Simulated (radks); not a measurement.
**Be³⁺ in 2p1: an all-electron calculation**

Wanted: eigenvalues, radial structure and energy terms of the beryllium ion Be3+.

Program: radks (a radial shooting solver on a logarithmic mesh, Libxc functionals) version 1. Level of theory: non-relativistic Kohn-Sham, Wu-Cohen GGA, spin-polarised, spherical densities, point nucleus; open shells are filled with parallel spins first. These are calculated values, not measurements, unless marked.

### Step 1. What is computed

| Item | Value |
| --- | --- |
| element | beryllium (Z = 4) |
| charge | +3 |
| electrons | 1 |
| configuration | 2p1 |

Outer shells as boxes (Hund's rule):

Be³⁺
```
2p [↑ ][  ][  ]
```

### Step 2. The run

Input:

```text
Z 4
configuration 2p1
relativity non-relativistic
functional wc,pbe
spin polarised
nucleus point
```

Command:

```sh
> python run_ks.py task.json out
```

The same process makes all the runs of this session.

Q: Predict the outcome of this run.

**Answer**, as computed:

```
                        quantity                   value
                    total energy        -1.99128 hartree
exchange-correlation share of it                 17.76 %
                            −T/E                  0.9964
          highest occupied level       2p up, -47.145 eV
    most extended occupied level  2p up, <r> = 1.25 bohr
 radius at density 0.001 e/bohr³               2.49 bohr
    maxima of the radial density                       1
```

**Reading.** 1 principal shells are occupied and 1 maxima appear in the radial density. −T/E = 0.9964, near the virial value of 1. This is not the tabulated ground configuration, so its levels and sizes aren't those of the ground state, and no measured value stands beside it.
